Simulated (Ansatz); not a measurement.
**HPbNO4 in Ansatz: the effect of functional**

Crystal: HPbNO4.

```
H Pb N O
1.0
     4.27531   -0.00040    0.00636
    -2.08399    5.20775   -0.04907
    -2.12377   -1.86574    4.91491
H Pb N O
1 1 1 4
Direct
  0.99073 0.03330 0.90994
  0.50274 0.81989 0.14287
  0.00838 0.47408 0.50265
  0.99816 0.92741 0.02877
  0.19467 0.73435 0.60852
  0.81673 0.35882 0.24556
  0.01381 0.33121 0.65217
```

The cell was built by a generator and needn't be a form met in nature.

Alike in all runs:

| Quantity | Value |
| --- | --- |
| Program | Ansatz 0.2.0 |
| Task | band structure |
| Potentials or basis | Ansatz PAW |
| k mesh | 8 × 6 × 6 |
| Occupations | fermi-dirac, width 0.05 eV |
| Spin | no spin polarisation |

```tsv
functional	cutoff	gap on the mesh (eV)	pressure (GPa)	largest force (eV/Å)
revPBE	420 eV (not typed: the program's choice for these potentials)	2.86	1.9	0.23
BLYP	420 eV (not typed: the program's choice for these potentials)	2.79	1.9	0.36
PBE	420 eV (not typed: the program's choice for these potentials)	?	?	?
RPBE	420 eV (not typed: the program's choice for these potentials)	2.86	2.4	0.33
r2SCAN	500 eV (not typed: the program's choice for these potentials)	3.17	-3.0	0.66
```

What does the run with functional PBE give?

gap on the mesh 2.82 eV; pressure 0.0 GPa; largest force 0.01 eV/Å.

Caveats: spin-orbit coupling is left out, which as a rule narrows the gap of such compounds by several tenths of an eV; the PAW data sets come from PBE, with cores solved anew for the run's functional, which leaves a small shift of forces and pressure (some runs).

A k mesh can miss the band edges.
